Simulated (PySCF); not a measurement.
# LiZn−: bond curves at several levels of theory

An exercise on one series of results from a longer session: the logs are not shown, and one member is left open.

Method: Li def2-SVPD, Zn def2-SVPD, no relativity; program: PySCF 2.14.0.

3 further runs of the same task are left out: 3 set aside as unsound or not needed.

The first run:

The job is set up so:

* atoms: Li, Zn
* charge: -1
* basis: Li def2-SVPD, Zn def2-SVPD
* Hamiltonian: no relativity
* basis functions: 46
* electrons treated: 34
* masses in u: 7.0160, 63.9291
* levels: PBE0, PBE, r²SCAN, B3LYP, LDA, PW91, ωB97X, MP2, SCS-MP2, CCSD, CCSD(T)
* grid: 80 radial by 434 angular points
* occupations: held fixed by the projection of orbital angular momentum
* dissociation limit: Li− + Zn, each in its ground configuration
* starting distance in angstrom: 2.575
* values of 2S to try: 0, 2

Command:

```
> OMP_NUM_THREADS=1 python dia.py task.json out
```

Steps of the session up to this table: The job; PBE0 along the bond; PBE; r²SCAN (meta-GGA); B3LYP (global hybrid GGA); LDA; PW91 (GGA); ωB97X; Adding correlation.

One table of the session follows, with a row left open; its other results are not shown here.

It belongs to the step «The curves together». Energy (eV) from each level's lowest point:

```
R (Å)  RHF-MP2  RHF-SCS-MP2  RHF-CCSD  RHF-CCSD(T)    LDA
2.884    0.095        0.124       n/a          n/a  0.008
3.019    0.057        0.082     0.089        0.064  0.000
3.153    0.033        0.053     0.060        0.039  0.003
3.253    0.020        0.037     0.044        0.027  0.010
3.354    0.011        0.026     0.032        0.017  0.020
3.455    0.006        0.017     0.022        0.011  0.033
3.589        ?            ?         ?            ?      ?
3.756    0.000        0.004     0.006        0.002  0.075
3.958    0.002        0.001     0.000        0.000  0.103
4.226    0.006        0.000       n/a          n/a  0.139
```

Estimate the missing values for R (Å) = 3.589.

Worked estimate for «RHF-MP2». A straight line through the neighbours (3.455, 0.006) and (3.756, 0.000) gives 0.006 + (0.000 − 0.006) × (3.589 − 3.455) / (3.756 − 3.455) = 0.003; a parabola fitted to 4 rows on both sides gives 0.002.

The run gave: RHF-MP2: 0.001; RHF-SCS-MP2: 0.009; RHF-CCSD: 0.013; RHF-CCSD(T): 0.005; LDA: 0.051. In «RHF-MP2» the line misses by +0.002 and the parabola by +0.001.

Caveats from the session: The bond is weak, and basis-set superposition, which was not computed, may be a sizeable part of it.
